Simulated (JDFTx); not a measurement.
# Ti2SnC (P6_3/mmc) in JDFTx: reference runs

Reference runs on Ti2SnC: the cell as given.

Program: JDFTx 1.7.0 (patched build). These are calculated values, not measurements. Logs are shortened: lines on timing, memory, paths and dates and some standing lists are left out, and cuts for length are marked. The log counts tension as positive stress, the text compression.

**1. Starting point**

The structure is hexagonal, space group P6_3/mmc (No. 194). Conventional cell: a = 3.170 Å, b = 3.170 Å, c = 13.695 Å, α = 90.00°, β = 90.00°, γ = 120.00°. Around Sn (site symmetry -6m2) lie 6 Ti at 2.95 Å and 6 Sn at 3.17 Å. Ti (site symmetry 3m) has 3 C at 2.14 Å as nearest neighbours. Around C (site symmetry -3m) lie 6 Ti at 2.14 Å.

The cell comes from a database or a generator and needn't be the stable form of this composition.

**2. Single point, PBEsol**

File Ti2SnC.in:

```
lattice \
    5.9907587698    -2.9953793849     0.0000000000 \
    0.0000000000     5.1881492826     0.0000000000 \
    0.0000000000     0.0000000000    25.8801811904
coords-type Lattice
ion Sn     0.6666666667     0.3333333333     0.2500000000 1
ion Sn     0.3333333333     0.6666666667     0.7500000000 1
ion Ti     0.6666666667     0.3333333333     0.9186563400 1
ion Ti     0.6666666667     0.3333333333     0.5813436600 1
ion Ti     0.3333333333     0.6666666667     0.4186563400 1
ion Ti     0.3333333333     0.6666666667     0.0813436600 1
ion C      0.0000000000     0.0000000000     0.5000000000 1
ion C      0.0000000000     0.0000000000     0.0000000000 1

ion-species pseudo/Sn.upf
ion-species pseudo/Ti.upf
ion-species pseudo/C.upf
elec-cutoff 42 336
elec-ex-corr gga-PBEsol
kpoint-folding 10 10 2
elec-smearing Fermi 0.0018374661
elec-n-bands 53
electronic-SCF nIterations 100 energyDiffThreshold 1e-09
electronic-minimize nIterations 30 energyDiffThreshold 1e-7
converge-empty-states yes
forces-output-coords Cartesian

dump-name run.$VAR
dump End Ecomponents EigStats BandEigs Kpoints Forces Stress
```

Potentials or basis: PseudoDojo-SR-PBEsol-0.4.1-standard with smoothed tails.

Started as:

```bash
> jdftx -c 1 -i Ti2SnC.in -o Ti2SnC.out
```

What it wrote:

```text
*************** JDFTx 1.7.0 (patched build) ***************

Input parsed successfully to the following command list (including defaults):
[... the input with its defaults ...]

---------- Setting up symmetries ----------

Found 24 point-group symmetries of the bravais lattice
Found 24 space-group symmetries with basis
Applied RMS atom displacement 2.99538e-10 bohrs to make symmetries exact.

---------- Initializing the Grid ----------
R =
[      5.99076     -2.99538            0  ]
[            0      5.18815            0  ]
[            0            0      25.8802  ]
unit cell volume = 804.381
G =
[    1.04881   0.605532         -0  ]
[          0    1.21106          0  ]
[          0         -0    0.24278  ]
Minimum fftbox size, Smin = [  52  52  216  ]
Chosen fftbox size, S = [  54  54  216  ]

---------- Initializing tighter grid for wavefunction operations ----------
R =
[      5.99076     -2.99538            0  ]
[            0      5.18815            0  ]
[            0            0      25.8802  ]
unit cell volume = 804.381
G =
[    1.04881   0.605532         -0  ]
[          0    1.21106          0  ]
[          0         -0    0.24278  ]
Minimum fftbox size, Smin = [  36  36  152  ]
Chosen fftbox size, S = [  36  36  160  ]

---------- Exchange Correlation functional ----------
Initalized PBEsol GGA exchange.
Initalized PBEsol GGA correlation.

---------- Setting up pseudopotentials ----------
Width of ionic core gaussian charges (only for fluid interactions / plotting) set to 0

Reading pseudopotential file 'pseudo/Sn.upf':
  'Sn' pseudopotential, 'PBESOL' functional
  Generated using ONCVPSP code by D. R. Hamann
  14 valence electrons, 3 orbitals, 6 projectors, 1001 radial grid points, with lMax = 2
    4D    l: 2   occupation: 10.0   eigenvalue: -0.947846
    5S    l: 0   occupation:  2.0   eigenvalue: -0.389375
    5P    l: 1   occupation:  2.0   eigenvalue: -0.136297
  Core radius for overlap checks: 2.33 bohrs.

Reading pseudopotential file 'pseudo/Ti.upf':
  'Ti' pseudopotential, 'PBESOL' functional
  Generated using ONCVPSP code by D. R. Hamann
  12 valence electrons, 4 orbitals, 6 projectors, 1001 radial grid points, with lMax = 2
    3S    l: 0   occupation:  2.0   eigenvalue: -2.295026
    3P    l: 1   occupation:  6.0   eigenvalue: -1.424955
    3D    l: 2   occupation:  2.0   eigenvalue: -0.157121
    4S    l: 0   occupation:  2.0   eigenvalue: -0.164537
  Core radius for overlap checks: 1.61 bohrs.

Reading pseudopotential file 'pseudo/C.upf':
  'C' pseudopotential, 'PBESOL' functional
  Generated using ONCVPSP code by D. R. Hamann
  4 valence electrons, 2 orbitals, 4 projectors, 1001 radial grid points, with lMax = 1
    2S    l: 0   occupation:  2.0   eigenvalue: -0.501565
    2P    l: 1   occupation:  2.0   eigenvalue: -0.192331
  Core radius for overlap checks: 1.21 bohrs.

Initialized 3 species with 8 total atoms.

Folded 1 k-points by 10x10x2 to 200 k-points.

---------- Setting up k-points, bands, fillings ----------
Reduced to 28 k-points under symmetry.
Computing the number of bands and number of electrons
Calculating initial fillings.
nElectrons:  84.000000   nBands: 53   nStates: 28

----- Setting up reduced wavefunction bases (one per k-point) -----
average nbasis = 10459.235 , ideal nbasis = 10457.540

---------- Setting up ewald sum ----------
Optimum gaussian width for ewald sums = 2.623507 bohr.
Real space sum over 845 unit cells with max indices [  6  6  2  ]
Reciprocal space sum over 3993 terms with max indices [  5  5  16  ]

---------- Allocating electronic variables ----------
Initializing wave functions:  linear combination of atomic orbitals
Sn pseudo-atom occupations:   s ( 2 )  p ( 2 )  d ( 10 )
Ti pseudo-atom occupations:   s ( 2 2 )  p ( 6 )  d ( 2 )
C pseudo-atom occupations:   s ( 2 )  p ( 2 )
	FillingsUpdate:  mu: +0.658099292  nElectrons: 84.000000
LCAOMinimize: Iter:   0  F: -379.1168109538207318  |grad|_K:  7.799e-03  alpha:  1.000e+00
	FillingsUpdate:  mu: +0.525586984  nElectrons: 84.000000
LCAOMinimize: Iter:   1  F: -379.9708983428997726  |grad|_K:  1.576e-03  alpha:  2.177e-01  linmin: -8.900e-03  cgtest: -2.016e-01
	FillingsUpdate:  mu: +0.560729627  nElectrons: 84.000000
[... 12 lines of inner loops ...]
LCAOMinimize: Iter:   8  F: -380.0082720873798507  |grad|_K:  4.528e-07  alpha:  2.669e-01  linmin:  3.203e-05  cgtest:  4.407e-04
	FillingsUpdate:  mu: +0.564739717  nElectrons: 84.000000
LCAOMinimize: Iter:   9  F: -380.0082720946231234  |grad|_K:  2.973e-07  alpha:  5.618e-01  linmin: -3.699e-04  cgtest:  2.367e-03
LCAOMinimize: Converged (|Delta F|<1.000000e-06 for 2 iters).

-------- Electronic minimization -----------
Will mix electronic density at each iteration.
	FillingsUpdate:  mu: +0.564739717  nElectrons: 84.000000
	FillingsUpdate:  mu: +0.549383686  nElectrons: 84.000000
SCF: Cycle:  0   F: -380.223788307352891   dF: -2.155e-01   |Residual|: 1.997e-01   |deigs|: 7.203e-03
	FillingsUpdate:  mu: +0.537444676  nElectrons: 84.000000
SCF: Cycle:  1   F: -380.243874955105753   dF: -2.009e-02   |Residual|: 9.117e-02   |deigs|: 1.939e-02
	FillingsUpdate:  mu: +0.528977865  nElectrons: 84.000000
SCF: Cycle:  2   F: -380.250502755465732   dF: -6.628e-03   |Residual|: 2.741e-02   |deigs|: 1.568e-02
	FillingsUpdate:  mu: +0.531662021  nElectrons: 84.000000
SCF: Cycle:  3   F: -380.251650084797461   dF: -1.147e-03   |Residual|: 1.611e-02   |deigs|: 4.369e-03
	FillingsUpdate:  mu: +0.530176763  nElectrons: 84.000000
SCF: Cycle:  4   F: -380.252039954156601   dF: -3.899e-04   |Residual|: 3.750e-03   |deigs|: 2.193e-03
	FillingsUpdate:  mu: +0.529554986  nElectrons: 84.000000
SCF: Cycle:  5   F: -380.252142555618889   dF: -1.026e-04   |Residual|: 4.325e-03   |deigs|: 9.345e-04
	FillingsUpdate:  mu: +0.529966012  nElectrons: 84.000000
SCF: Cycle:  6   F: -380.252191048104180   dF: -4.849e-05   |Residual|: 5.821e-04   |deigs|: 6.840e-04
	FillingsUpdate:  mu: +0.529929173  nElectrons: 84.000000
SCF: Cycle:  7   F: -380.252212570751965   dF: -2.152e-05   |Residual|: 3.997e-04   |deigs|: 6.513e-05
	FillingsUpdate:  mu: +0.529910684  nElectrons: 84.000000
SCF: Cycle:  8   F: -380.252228019042775   dF: -1.545e-05   |Residual|: 2.236e-04   |deigs|: 4.924e-05
	FillingsUpdate:  mu: +0.529888162  nElectrons: 84.000000
SCF: Cycle:  9   F: -380.252238697622602   dF: -1.068e-05   |Residual|: 2.076e-04   |deigs|: 3.549e-05
	FillingsUpdate:  mu: +0.529871943  nElectrons: 84.000000
SCF: Cycle: 10   F: -380.252245002244933   dF: -6.305e-06   |Residual|: 7.463e-05   |deigs|: 3.054e-05
	FillingsUpdate:  mu: +0.529874370  nElectrons: 84.000000
SCF: Cycle: 11   F: -380.252249763086525   dF: -4.761e-06   |Residual|: 1.825e-04   |deigs|: 1.052e-05
	FillingsUpdate:  mu: +0.529874879  nElectrons: 84.000000
SCF: Cycle: 12   F: -380.252253155254323   dF: -3.392e-06   |Residual|: 2.848e-04   |deigs|: 9.583e-06
	FillingsUpdate:  mu: +0.529873846  nElectrons: 84.000000
SCF: Cycle: 13   F: -380.252255630648904   dF: -2.475e-06   |Residual|: 3.370e-04   |deigs|: 1.184e-05
	FillingsUpdate:  mu: +0.529874780  nElectrons: 84.000000
SCF: Cycle: 14   F: -380.252257284339407   dF: -1.654e-06   |Residual|: 4.160e-04   |deigs|: 1.175e-05
	FillingsUpdate:  mu: +0.529873079  nElectrons: 84.000000
SCF: Cycle: 15   F: -380.252258544717847   dF: -1.260e-06   |Residual|: 4.474e-04   |deigs|: 1.099e-05
	FillingsUpdate:  mu: +0.529875121  nElectrons: 84.000000
SCF: Cycle: 16   F: -380.252259389008543   dF: -8.443e-07   |Residual|: 5.119e-04   |deigs|: 8.702e-06
	FillingsUpdate:  mu: +0.529875520  nElectrons: 84.000000
SCF: Cycle: 17   F: -380.252259889216532   dF: -5.002e-07   |Residual|: 5.486e-04   |deigs|: 7.705e-06
	FillingsUpdate:  mu: +0.529880900  nElectrons: 84.000000
SCF: Cycle: 18   F: -380.252259934300923   dF: -4.508e-08   |Residual|: 6.513e-04   |deigs|: 1.739e-05
	FillingsUpdate:  mu: +0.529883016  nElectrons: 84.000000
SCF: Cycle: 19   F: -380.252260027917771   dF: -9.362e-08   |Residual|: 7.025e-04   |deigs|: 1.159e-05
	FillingsUpdate:  mu: +0.529880562  nElectrons: 84.000000
[... 7 lines left out ...]
	FillingsUpdate:  mu: +0.529855387  nElectrons: 84.000000
SCF: Cycle: 24   F: -380.252261586927830   dF: -7.922e-08   |Residual|: 4.212e-04   |deigs|: 7.711e-06
	FillingsUpdate:  mu: +0.529850232  nElectrons: 84.000000
SCF: Cycle: 25   F: -380.252261764112234   dF: -1.772e-07   |Residual|: 3.869e-04   |deigs|: 1.324e-05
	FillingsUpdate:  mu: +0.529841897  nElectrons: 84.000000
SCF: Cycle: 26   F: -380.252261965622210   dF: -2.015e-07   |Residual|: 1.440e-04   |deigs|: 1.882e-05
	FillingsUpdate:  mu: +0.529844741  nElectrons: 84.000000
SCF: Cycle: 27   F: -380.252261970227892   dF: -4.606e-09   |Residual|: 1.441e-04   |deigs|: 5.641e-06
	FillingsUpdate:  mu: +0.529837558  nElectrons: 84.000000
SCF: Cycle: 28   F: -380.252262039200048   dF: -6.897e-08   |Residual|: 1.902e-05   |deigs|: 1.536e-05
	FillingsUpdate:  mu: +0.529834908  nElectrons: 84.000000
SCF: Cycle: 29   F: -380.252262051004720   dF: -1.180e-08   |Residual|: 1.467e-05   |deigs|: 5.683e-06
	FillingsUpdate:  mu: +0.529835603  nElectrons: 84.000000
SCF: Cycle: 30   F: -380.252262061943782   dF: -1.094e-08   |Residual|: 1.241e-05   |deigs|: 5.058e-06
	FillingsUpdate:  mu: +0.529836461  nElectrons: 84.000000
SCF: Cycle: 31   F: -380.252262069649419   dF: -7.706e-09   |Residual|: 1.301e-05   |deigs|: 4.668e-06
	FillingsUpdate:  mu: +0.529836710  nElectrons: 84.000000
SCF: Cycle: 32   F: -380.252262075595638   dF: -5.946e-09   |Residual|: 1.231e-05   |deigs|: 4.654e-06
	FillingsUpdate:  mu: +0.529837084  nElectrons: 84.000000
SCF: Cycle: 33   F: -380.252262080597234   dF: -5.002e-09   |Residual|: 7.943e-06   |deigs|: 5.283e-06
	FillingsUpdate:  mu: +0.529837719  nElectrons: 84.000000
SCF: Cycle: 34   F: -380.252262084189908   dF: -3.593e-09   |Residual|: 2.934e-06   |deigs|: 5.041e-06
	FillingsUpdate:  mu: +0.529837486  nElectrons: 84.000000
SCF: Cycle: 35   F: -380.252262086537598   dF: -2.348e-09   |Residual|: 3.625e-06   |deigs|: 3.171e-06
	FillingsUpdate:  mu: +0.529837358  nElectrons: 84.000000
SCF: Cycle: 36   F: -380.252262088135183   dF: -1.598e-09   |Residual|: 3.845e-06   |deigs|: 3.334e-06
	FillingsUpdate:  mu: +0.529837351  nElectrons: 84.000000
SCF: Cycle: 37   F: -380.252262089442979   dF: -1.308e-09   |Residual|: 3.854e-06   |deigs|: 3.702e-06
	FillingsUpdate:  mu: +0.529837349  nElectrons: 84.000000
SCF: Cycle: 38   F: -380.252262090360432   dF: -9.175e-10   |Residual|: 4.570e-06   |deigs|: 3.069e-06
	FillingsUpdate:  mu: +0.529837435  nElectrons: 84.000000
SCF: Cycle: 39   F: -380.252262091144189   dF: -7.838e-10   |Residual|: 5.051e-06   |deigs|: 2.707e-06
SCF: Converged (|Delta E|<1.000000e-09 for 2 iters).

Setting wave functions to eigenvectors of Hamiltonian
Converging empty states (this may take a while):
EmptyStates: None of the convergence criteria satisfied.
|deigs|: 1.792e-04

# Stress tensor in Cartesian coordinates [Eh/a0^3]:
[  0.000143673            0            0  ]
[            0  0.000143673            0  ]
[            0            0  0.000102535  ]

# Ionic positions in lattice coordinates:
ion Sn   0.666666666666667   0.333333333333333   0.250000000000000 1
ion Sn   0.333333333333333   0.666666666666667   0.750000000000000 1
ion Ti   0.666666666666667   0.333333333333333   0.918656340000000 1
ion Ti   0.666666666666667   0.333333333333333   0.581343660000000 1
ion Ti   0.333333333333333   0.666666666666667   0.418656340000000 1
ion Ti   0.333333333333333   0.666666666666667   0.081343660000000 1
ion C   0.000000000000000   0.000000000000000   0.500000000000000 1
ion C   0.000000000000000   0.000000000000000   0.000000000000000 1

# Forces in Cartesian coordinates:
force Sn  -0.000000000000000  -0.000000000000000   0.000000000000000 1
force Sn   0.000000000000000   0.000000000000000   0.000000000000000 1
force Ti   0.000000000000000  -0.000000000000000   0.004328627134382 1
force Ti  -0.000000000000000  -0.000000000000000  -0.004328627134382 1
force Ti   0.000000000000000   0.000000000000000   0.004328627134383 1
force Ti  -0.000000000000000   0.000000000000000  -0.004328627134383 1
force C  -0.000000000000000  -0.000000000000000   0.000000000000000 1
force C  -0.000000000000000  -0.000000000000000  -0.000000000000000 1

# Energy components:
   Eewald =     -291.6212559966338631
       EH =       78.9745964656552530
     Eloc =     -264.1957027379585838
      Enl =      -42.6562271630971495
      Exc =      -82.6096622087334822
 Exc_core =       26.4633386466469460
       KE =      195.3937527782969426
-------------------------------------
     Etot =     -380.2511602158239157
       TS =        0.0011018753202531
-------------------------------------
        F =     -380.2522620911441891

IonicMinimize: Iter:   0  F: -380.252262091144189  |grad|_K:  1.767e-03
IonicMinimize: None of the convergence criteria satisfied after 0 iterations.

#--- Lowdin population analysis ---
# oxidation-state Sn -0.328 -0.328
# oxidation-state Ti +0.662 +0.662 +0.662 +0.662
# oxidation-state C -0.829 -0.829

Dumping 'run.eigStats' ...
	eMin: -1.556789 at state 0 ( [ +0.000000 +0.000000 +0.000000 ] spin 0 )
	HOMO: +0.529156 at state 5 ( [ +0.000000 +0.200000 +0.500000 ] spin 0 )
	mu  : +0.529837
	LUMO: +0.531775 at state 2 ( [ +0.000000 +0.100000 +0.000000 ] spin 0 )
	eMax: +0.672225 at state 13 ( [ +0.100000 +0.100000 +0.500000 ] spin 0 )
	HOMO-LUMO gap: +0.002619
	Optical gap  : +0.007327 at state 4 ( [ +0.000000 +0.200000 +0.000000 ] spin 0 )
WARNING: the last solve of the electrons (or of bands or displaced states from it) ended unconverged.
Done!
```

Wall time 29 min (1 thread of Intel Xeon at 2.70GHz, shared host); peak memory 0.93 GiB.

What came out:

```
Free energy            : -10347.1912 eV
Pressure               : -3.8 GPa
Largest force          : 0.223 eV/Å
Band gap on the k mesh : none (metal or under the smearing width)
Loewdin charges        : Sn -0.33; Ti +0.66; C -0.83 e
```

Forces in eV/Å, atoms in the order of the input:
```
Sn   0.000  0.000  0.000
Sn   0.000  0.000  0.000
Ti   0.000  0.000  0.223
Ti   0.000  0.000 -0.223
Ti   0.000  0.000  0.223
Ti   0.000  0.000 -0.223
C    0.000  0.000  0.000
C    0.000  0.000  0.000
```

Stress tensor (GPa, compression positive):
```
-4.23  0.00  0.00
 0.00 -4.23  0.00
 0.00  0.00 -3.02
```

Levels at points of the mesh, in eV from the Fermi level:
| k point | band 39 | band 40 | band 41 | band 42 | band 43 | band 44 | band 45 | band 46 |
| --- | --- | --- | --- | --- | --- | --- | --- | --- |
| (0.00, 0.00, 0.00) | 0.30 | 0.30 | 0.31 | 0.31 | 0.32 | 0.50 | 1.19 | 1.19 |
| (0.00, 0.00, 0.50) | 0.31 | 0.31 | 0.31 | 0.31 | 0.42 | 0.42 | 1.26 | 1.26 |
| (0.00, 0.50, 0.00) | -2.11 | -2.00 | -1.60 | -1.57 | 1.09 | 1.21 | 1.50 | 1.89 |
| (0.00, 0.50, 0.50) | -2.06 | -2.06 | -1.58 | -1.58 | 1.30 | 1.30 | 1.43 | 1.43 |

Caveat: the empty levels aren't tightly converged.
